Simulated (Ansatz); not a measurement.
# LaGa2: the cost of one run

Computed with Ansatz 0.2.0 through its Python package. The levels of theory stand in the script.

**1. The system**

The structure is hexagonal, space group P6/mmm (No. 191). Conventional cell: a = 4.320 Å, b = 4.320 Å, c = 4.416 Å, α = 90.00°, β = 90.00°, γ = 120.00°. La (site symmetry 6/mmm) has 12 Ga at 3.33 Å in its first shell of neighbours. Ga (site symmetry -6m2) is surrounded by 3 Ga at 2.49 Å.

Input file laga2.extxyz:

```xyz
3
Lattice="4.32 0.0 0.0 -2.16 3.74122974 0.0 0.0 0.0 4.416" Properties=species:S:1:pos:R:3 pbc="T T T"
La    0.00000000    0.00000000    0.00000000
Ga   -0.00000000    2.49415316    2.20800000
Ga    2.16000000    1.24707658    2.20800000
```

**2. The code**

Input file laga2.py:

```python
# -*- coding: utf-8 -*-
import argparse
import logging
import sys

import ansatz as az
import numpy as np

logging.basicConfig(stream=sys.stdout, format='%(levelname)s %(message)s')
logger = logging.getLogger('run')
logger.setLevel(logging.INFO)

parser = argparse.ArgumentParser(description='How the lattice of LaGa2 depends on the functional.')
parser.add_argument('--kmesh', type=int, nargs=3, default=[7, 7, 6], help='k-point sampling')
parser.add_argument('--force-tol', type=float, required=True, help='force threshold (eV/A)')
args = parser.parse_args()

def edges_and_angles(cell):
    cell = np.asarray(cell)
    a, b, c = np.linalg.norm(cell, axis=1)
    cosines = cell[1] @ cell[2] / (b * c), cell[0] @ cell[2] / (a * c), cell[0] @ cell[1] / (a * b)
    return (a, b, c, *np.degrees(np.arccos(cosines)))

structure = az.Crystal.from_extxyz('laga2.extxyz')

base = (
    structure.calculation()
    .occupations(az.OccupationsMethod.COLD)
    .kpoints(mesh=args.kmesh, center='gamma')
    .relax(cell=True, force_tolerance=args.force_tol)
)

levels = [('lda', 'none'), ('pbesol', 'none'), ('blyp', 'd3bj')]
logger.info('level            a       b       c    alpha   beta  gamma  V/atom  steps')
for name, dispersion in levels:
    seen = []
    run = base.functional(name, dispersion=dispersion).session().plan()
    outcome = run.execute(on_event=lambda e: seen.append(e) if e['event'] == 'relax_step' else None)
    cell = outcome.lattice.cell_ang
    label = name if dispersion == 'none' else f'{name}+{dispersion}'
    print('{:13s} {:7.4f} {:7.4f} {:7.4f} {:6.2f} {:6.2f} {:6.2f}'.format(label, *edges_and_angles(cell)), f'{abs(np.linalg.det(cell)) / len(outcome.lattice.sites):7.3f} {len(seen):5d}')
```

**3. What the engine is handed**

The package turns the script's settings into the engine's input (first run):

```yaml
crystal:
  lattice:
    - [4.32, 0.0, 0.0]
    - [-2.16, 3.74122974, 0.0]
    - [0.0, 0.0, 4.416]
  atoms:
    - { symbol: La, position: [0.0, 0.0, 0.0] }
    - { symbol: Ga, position: [0.33333333333333337, 0.6666666666666667, 0.5] }
    - { symbol: Ga, position: [0.6666666666666666, 0.33333333333333337, 0.5] }
kpoints:
  mp_grid:
    grid: [7, 7, 6]
    shift: [0.0, 0.0, 0.0]
hamiltonian:
  xc: lda
  dispersion: none
scf:
  occupations:
    method: cold
relax:
  f_tol: 0.03
  cell: {}
```

**4. Launch**

Command:

```sh
$ python laga2.py --force-tol 0.03
```

Q: Estimate wall time and peak memory on 1 thread of Arm Neoverse V1, shared host.

About 42 s, with a peak of 0.48 GiB.
